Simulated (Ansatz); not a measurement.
**LaN: a single-point run**

Aim: a sound single-point run of LaN. The structure is shown as the input types it. The cell is built on a prototype (CsCl type) and needn't be the phase found in nature.

Computed with Ansatz 0.2.0 (density functional or hybrid calculation with the settings of its input, plane waves (as first typed), unless a step's input says otherwise).

3 further runs of the same task are left out: 1 for a known fault of the program, 2 that didn't finish.

## 1. The structure to begin with

It takes space group Pm-3m (No. 221, cubic). Conventional cell: a = 3.166 Å, b = 3.166 Å, c = 3.166 Å, α = 90.00°, β = 90.00°, γ = 90.00°. La (site symmetry m-3m) has 8 N at 2.74 Å as nearest neighbours. N (site symmetry m-3m) is surrounded by 8 La at 2.74 Å.

The input asks for a charge of -0.05 e on the cell.

As a file:

```xyz
2
Lattice="3.1661 0.0000 0.0000 0.0000 3.1661 0.0000 0.0000 0.0000 3.1661" Properties=species:S:1:pos:R:3 pbc="T T T"
La    0.0000    0.0000    0.0000
N     1.5831    1.5831    1.5831
```

## 2. The calculation

The input, input.yaml:

```yaml
crystal:
  lattice:
    - [3.1661152769, 0.0, 0.0]
    - [0.0, 3.1661152769, 0.0]
    - [0.0, 0.0, 3.1661152769]
  atoms:
    - { symbol: La, position: [0.0, 0.0, 0.0] }
    - { symbol: "N", position: [0.5, 0.5, 0.5] }
kpoints:
  mp_grid: { grid: [6, 6, 6] }
hamiltonian:
  xc: pbesol
scf:
  occupations: { method: fermi_dirac, width: 0.02 }
  n_extra_bands: 4
  max_iter: 90
output:
  forces: true
  stress: true
  eigenvalues: true
total_charge: -0.05
```

Command:

```console
$ ansatz run input.yaml --threads 4 --pin off --max-ram 3686MiB --backend cpu --events-out ev --progress --plain --runs-dir out
```

What happens when this is run?

The program finished normally. That alone doesn't make the input a sound one.

The suspect setting: total_charge is -0.05. The typed charge changes the electron count, so this is no longer the system that was meant.

To check: delete total_charge (the default then holds).
